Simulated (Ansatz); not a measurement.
BGe2H9Si, SMILES [BH2][GeH]([SiH3])[GeH3], a single point in a Gaussian basis

Computed with Ansatz's Python interface.

Script `energy_bge2h9si.py`:
```python
"""Electronic structure of the BGe2H9Si molecule."""

from dataclasses import dataclass
from pathlib import Path

import ansatz as az


@dataclass(frozen=True)
class RunConfig:
    basis_set: str = "cc-pVDZ"
    level: str = "rpa"


cfg = RunConfig()

geometry_ang = [
    ("B", [-0.2413, 2.0772, -0.5678]),
    ("Ge", [-0.0653, 0.0714, -0.6826]),
    ("Si", [-1.8131, -0.914, 0.4656]),
    ("Ge", [2.0044, -0.5986, 0.3122]),
    ("H", [-0.3488, 2.7177, -1.554]),
    ("H", [-0.2372, 2.6088, 0.4867]),
    ("H", [-0.0991, -0.3724, -2.1672]),
    ("H", [-3.0886, -0.5012, -0.1382]),
    ("H", [-1.7717, -0.4861, 1.8716]),
    ("H", [-1.6809, -2.3765, 0.3925]),
    ("H", [2.1346, -2.1412, 0.236]),
    ("H", [3.1803, 0.0637, -0.45]),
    ("H", [2.0266, -0.149, 1.7952]),
]
geometry = az.Crystal.molecule()
for symbol, xyz in geometry_ang:
    geometry = geometry.atom(symbol, xyz)

job = geometry.calculation().basis(gaussian=cfg.basis_set).correlation(cfg.level).orbitals()
out = job.run(threads=1, runs_dir="bge2h9si_runs")
r = out.report

for key in ("converged", "free_energy_ev", "reference_energy_ev", "n_frozen", "n_occupied", "n_virtual"):
    print(f"{key:22s} {r[key]}")

print("correlation energy", round(r["free_energy_ev"] - r["reference_energy_ev"], 5), "eV")
cluster = r["correlation"].get("coupled_cluster")
if cluster:
    print("cycles", cluster["cycles"], " T1 diagnostic", round(cluster["t1_diagnostic"], 4), " largest double", round(cluster["largest_double"], 4))

lines = Path(r["orbitals_path"]).read_text().splitlines()
field_of = lambda key: [line.split("=")[1].strip() for line in lines if line.startswith(key)]
orbitals = [(27.211386 * float(e), s, float(n)) for e, s, n in zip(field_of("Ene="), field_of("Spin="), field_of("Occup="))]
homo = max(e for e, _, n in orbitals if n > 0.5)
lumo = min(e for e, _, n in orbitals if n < 0.5)
for e, spin, n in sorted(orbitals):
    if homo - 10 < e < lumo + 5:
        print(f"{spin:6s} {e:10.3f} eV  occupation {n:.0f}")
```

Output of `python energy_bge2h9si.py`:
```text
converged              True
free_energy_ev         -121636.35246086553
reference_energy_ev    -121620.99939861534
n_frozen               24
n_occupied             [22, 22]
n_virtual              [85, 85]
correlation energy -15.35306 eV
Alpha     -19.660 eV  occupation 2
Alpha     -19.154 eV  occupation 2
Alpha     -16.855 eV  occupation 2
Alpha     -14.131 eV  occupation 2
Alpha     -13.459 eV  occupation 2
Alpha     -13.409 eV  occupation 2
Alpha     -12.905 eV  occupation 2
Alpha     -12.871 eV  occupation 2
Alpha     -11.628 eV  occupation 2
Alpha     -10.378 eV  occupation 2
Alpha     -10.153 eV  occupation 2
Alpha       1.199 eV  occupation 0
Alpha       3.470 eV  occupation 0
Alpha       3.773 eV  occupation 0
Alpha       4.108 eV  occupation 0
Alpha       4.199 eV  occupation 0
Alpha       4.887 eV  occupation 0
Alpha       5.336 eV  occupation 0
Alpha       5.547 eV  occupation 0
Alpha       5.760 eV  occupation 0
Alpha       5.890 eV  occupation 0
```

Total energies depend on the basis set; only differences at equal settings carry meaning. The geometry is a force-field or estimated start, not a minimum of this method, and the basis set is short of its limit. Alpha marks a spatial orbital of a restricted run, filled by both spins. Levels such as HOMO and LUMO are orbital energies: in Hartree-Fock the gap is too wide and the LUMO hangs on the basis. Inner cores stay frozen; a filled d shell under the valence of the heavier atoms is correlated with it. The whole script took 7.4 s on 1 thread of Arm Neoverse V2, on a shared host, peak memory 0.41 GiB.
